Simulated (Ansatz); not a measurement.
# Ru (diamond type): how the settings move a single-point run

Aim: see which settings change the result for Ru (diamond type), by how much, and at what cost.

Method: reference: DFT, r2SCAN, PAW with Ansatz's default frozen-core files, scalar-relativistic, in Ansatz 0.2.0.

2 further runs of the same task are left out: 2 that didn't finish.

## Step 1: The system as given

Symmetry: Fd-3m, No. 227, cubic system. Conventional cell: a = 5.164 Å, b = 5.164 Å, c = 5.164 Å, α = 90.00°, β = 90.00°, γ = 90.00°. Ru (site symmetry -43m) is surrounded by 4 Ru at 2.24 Å.

Coordinates:

```cif
data_structure
_symmetry_space_group_name_H-M 'P 1'
_symmetry_Int_Tables_number 1
_cell_length_a 3.6513
_cell_length_b 3.6513
_cell_length_c 3.6513
_cell_angle_alpha 60.000
_cell_angle_beta 60.000
_cell_angle_gamma 60.000
_cell_volume 34.42
loop_
_atom_site_label
_atom_site_type_symbol
_atom_site_fract_x
_atom_site_fract_y
_atom_site_fract_z
_atom_site_occupancy
Ru1 Ru 0.87500 0.87500 0.87500 1
Ru2 Ru 0.12500 0.12500 0.12500 1
```

## Step 2: Baseline

File input.yaml:

```yaml
crystal:
  lattice:
    - [0.0, 2.5818259214, 2.5818259214]
    - [2.5818259214, 0.0, 2.5818259214]
    - [2.5818259214, 2.5818259214, 0.0]
  atoms:
    - { symbol: Ru, position: [-0.125, -0.125, -0.125] }
    - { symbol: Ru, position: [0.125, 0.125, 0.125] }
kpoints:
  mp_grid: { grid: [10, 10, 10] }
scf:
  occupations: { method: fermi_dirac, width: 0.05 }
hamiltonian:
  xc: r2scan
  pseudopotentials: { kind: paw }
output:
  forces: true
  stress: true
  eigenvalues: true
  efg: { contact_densities: true }
  populations: true
  write_density: true
  write_potential: true
  elf: true
  volumetric_format: npy
```

Command:

```console
$ ansatz run input.yaml --threads 1 --pin off --max-ram 2048MiB --backend cpu --events-out ev --progress --plain --runs-dir out
```

## Step 3: Changed: occupations.method tetrahedron_uncorrected, width left out

input.yaml, as its differences from that of step 2:

```diff
@@ -11,3 +11,3 @@
 scf:
-  occupations: { method: fermi_dirac, width: 0.05 }
+  occupations: { method: tetrahedron_uncorrected }
 hamiltonian:
@@ -21,5 +21 @@
   populations: true
-  write_density: true
-  write_potential: true
-  elf: true
-  volumetric_format: npy
```

Before running it: what results should come out? Wanted: for each run, ending; energy change; pressure; gap; force.

The runs gave:

```csv
run,ending,energy change,pressure (GPa),gap (eV),force (eV/Å),cycles,time
reference,converged,0,35.1,0.00,0.00,7,5.6 s
"1: occupations.method tetrahedron_uncorrected, width left out",converged,+16.7 meV/atom (σ→0),35.2,0.00,0.00,7,4.8 s
```

Times don't compare one to one where runs were asked for different outputs or read a saved state (see the inputs); cycles may leave out searches for a lower state.

Residual by cycle in the longest SCF loop of each run; runs are numbered as in the table. The quantity is the density residual dr2, in eV.

```csv
cycle,reference,run 1
1,0.0181,0.0185
2,0.00172,0.00908
3,3.9e-4,3.3e-4
4,9.4e-6,1.3e-4
5,7.1e-6,3.0e-5
6,1.3e-6,1.9e-6
7,7.7e-8,2.8e-8
```

Changing the smearing moves the energy by +16.7 meV/atom (σ→0 values). The structure is not at rest: the sound run finds 35 GPa, so these are no properties of the relaxed crystal. 
